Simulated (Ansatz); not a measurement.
Geometry optimisation, Ansatz, DFT LDA, scalar-relativistic, plane waves, PAW.

input.yaml

```yaml
crystal:
  lattice:
    - [7.6044, 0.0, 0.0]
    - [-3.8022, 6.585604, 0.0]
    - [0.0, 0.0, 5.8126]
  atoms:
    - { symbol: Si, position: [0.7675394, 0.1768673, 0.1185167] }
    - { symbol: Si, position: [0.5929325, 0.7671172, 0.3769089] }
    - { symbol: Si, position: [0.8244704, 0.5926658, 0.1215352] }
    - { symbol: Si, position: [0.2350017, 0.8214471, 0.3689318] }
    - { symbol: Si, position: [0.3994431, 0.2241296, 0.1352697] }
    - { symbol: Ga, position: [0.169801, 0.4048229, 0.3709793], spin: 1.0 }
    - { symbol: "N", position: [0.0282802, 0.3336927, 0.1330178] }
    - { symbol: "N", position: [0.7031699, 0.0302941, 0.3774027] }
    - { symbol: "N", position: [0.6712176, 0.6987329, 0.1344227] }
    - { symbol: "N", position: [0.9632994, 0.6657322, 0.3816368] }
    - { symbol: "N", position: [0.3082715, 0.9754938, 0.1351418] }
    - { symbol: "N", position: [0.3259537, 0.2988719, 0.376236] }
    - { symbol: "N", position: [0.670313, 0.3344969, 0.1180362] }
    - { symbol: "N", position: [0.3350763, 0.6627926, 0.3775912] }
    - { symbol: Si, position: [0.7696873, 0.1836753, 0.6212067] }
    - { symbol: Si, position: [0.5949249, 0.7627231, 0.8754215] }
    - { symbol: Si, position: [0.8242633, 0.592918, 0.6195865] }
    - { symbol: Si, position: [0.2370156, 0.8224943, 0.8730139] }
    - { symbol: Si, position: [0.4041994, 0.2313067, 0.6282076] }
    - { symbol: "N", position: [0.0285955, 0.3335286, 0.6285502] }
    - { symbol: "N", position: [0.7044168, 0.0284239, 0.8703502] }
    - { symbol: "N", position: [0.6732225, 0.7070746, 0.6351534] }
    - { symbol: "N", position: [0.9759272, 0.6744959, 0.8690443] }
    - { symbol: "N", position: [0.2996973, 0.9682515, 0.6216236] }
    - { symbol: "N", position: [0.336891, 0.3014031, 0.8783864] }
    - { symbol: "N", position: [0.6773631, 0.3336782, 0.6199444] }
    - { symbol: "N", position: [0.3331831, 0.6524017, 0.879792] }
magnetization:
  spin_polarized: true
basis:
  ecutwfc: 420.0
kpoints:
  mp_grid: { grid: [2, 2, 2] }
hamiltonian:
  xc: lda
  pseudopotentials: { kind: paw, azcp: { folder: soft_1 } }
scf:
  occupations: { method: fermi_dirac, width: 0.02 }
  lower_state_search: "off"
relax:
  f_tol: 0.03
  max_steps: 60
  adjacent_minimum: "off"
```

Run as:

```bash
$ ansatz run input.yaml --threads 2 --pin off --max-ram 5120MiB --backend cpu --events-out ev --progress --plain --runs-dir out
```

**Question.** Where does it end, and by what steps?

**Answer.** It converged. Limits of this set-up: coarse k mesh, PAW files made for another functional. After 7 steps the energy has fallen by 2.403 eV; N27 moved furthest, 0.23 Å.

```tsv
step	energy less start (eV)	largest force component (eV/Å)	accepted
0	0.0000	5.111	yes
1	-1.5653	2.477	yes
2	-2.3217	0.557	yes
3	-2.3385	0.419	yes
4	-2.3884	0.231	yes
5	-2.4013	0.089	yes
6	-2.4027	0.037	yes
7	-2.4028	0.010	yes
```

```xyz
27
Lattice="7.6044 0.0000 0.0000 -3.8022 6.5856 0.0000 0.0000 0.0000 5.8126" Properties=species:S:1:pos:R:3
Si 5.196 1.122 0.709
Si 1.649 5.073 2.186
Si 4.047 3.856 0.736
Si -1.417 5.470 2.184
Si 2.189 1.523 0.709
Ga -0.202 2.707 2.183
N -1.091 2.194 0.620
N 5.298 0.207 2.187
N 2.470 4.577 0.747
N 4.849 4.365 2.184
N -1.496 6.379 0.720
N 1.487 1.963 2.182
N 3.819 2.150 0.730
N 0.026 4.556 2.184
Si 5.202 1.121 3.667
Si 1.640 4.958 5.092
Si 4.048 3.855 3.633
Si -1.445 5.430 5.091
Si 2.194 1.524 3.655
N -1.074 2.181 3.750
N 5.225 0.116 5.094
N 2.470 4.577 3.624
N 4.800 4.384 5.091
N -1.495 6.379 3.648
N 1.510 2.098 5.087
N 3.824 2.149 3.635
N 0.000 4.518 5.085
```

Whether the end is a true minimum wasn't checked by a vibrational analysis.

Time of the run: 74 s on 2 threads of AMD EPYC 9B45 (Zen 5) (shared host), peak memory 0.84 GiB.
